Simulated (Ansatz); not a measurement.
**LiSe+ (singlet): the correlation ladder at distance Se1–Li2 = 2.031 Å, cc-pVDZ**

An exercise on one series of results from a longer session: the logs are not shown, and one member is left open.

Computed with Ansatz 0.2.0, Gaussian basis. Level: cc-pVDZ, core rule «outside noble gas», up to 15 orbitals frozen.

To be run: UHF; CCSD(T) on RHF; CCSD(T) on UHF; BCCD(T) on RHF; CISD; CCSDT(Q) on RHF; CCSDT(Q) on UHF; CCSDTQ on RHF; CASSCF and MRCISD+Q, 2 electrons in 2 orbitals; CASSCF and NEVPT2, 2 electrons in 2 orbitals; Full CI.

67 further runs of the same task are left out: 49 for a known fault of the program, 11 that didn't finish, 7 set aside as unsound or not needed.

**The system**

The geometry derives from a PBE0/def2-TZVP stationary point (not a proven minimum). One bond is set to the value named and the two fragments are kept rigid. No spin-orbit coupling is included. The filled d shell of Se may be among the frozen orbitals whatever the setting's name suggests; the logs give the count.

2 atoms, charge 1, spin multiplicity 1.

Atoms are counted from 1 here; the program's logs count them from 0.

Bond lengths: Se1–Li2 2.031 Å.

Set-up of the first run:

Input file in.yaml:

```yaml
crystal:
  periodic: [false, false, false]
  atoms:
    - {symbol: Se, position_ang: [0.000000, 0.000000, 0.000000]}
    - {symbol: Li, position_ang: [0.000000, 0.000000, 2.031000]}
basis:
  gaussian: {orbitals: cc-pVDZ}
total_charge: 1
magnetization: {spin_polarized: true, initial_magnetization: 0}
hamiltonian: {xc: hf}
output: {orbitals: {seedname: orbitals}}
```

Launch:

```
$ ansatz run in.yaml --threads 1 --pin off --events-out ev --progress --plain --max-ram 2393MiB
```

Among the steps run: UHF; CCSD(T) on RHF; CCSD(T) on UHF; BCCD(T) on RHF; CISD; CCSDT(Q) on RHF; CCSDT(Q) on UHF; CCSDTQ on RHF; CASSCF and MRCISD+Q, 2 electrons in 2 orbitals; CASSCF and NEVPT2, 2 electrons in 2 orbitals; Full CI.

One table of the session follows, with a row left open; its other results are not shown here.

| method | from FCI (kJ/mol) |
| --- | --- |
| RHF | ? |
| RMP2 | +98.4 |
| CISD | +42.9 |
| RCCSD | +27.2 |
| RCCSD(T) | +15.9 |
| BCCD(T) | +16.2 |
| RCCSDT | +0.8 |
| RCCSDT(Q) | -0.3 |
| RCCSDTQ | 0.0 |
| CASSCF pair | +256.6 |
| NEVPT2 pair | +40.3 |
| MRCISD pair | +10.8 |
| MRCISD+Q pair | -2.6 |
| FCI | 0 |

Q: Estimate the row for RHF from the others.

**Answer.** from FCI (kJ/mol): +319.3. In the column «from FCI (kJ/mol)» it is the highest.

Left out of the table: UHF, UMP2, UCCSD, UCCSD(T), UCCSDT, UCCSDT(Q) (another determinant or state than the rows shown).

Caveats from the session: The report flags that the cluster equations may have other roots. The program flags RCCSDT(Q), RCCSDTQ as in doubt, so those rows may rest on another solution; read them beside their warnings. RCCSDT(Q), MRCISD+Q pair fall below full CI, which methods that aren't variational can do.
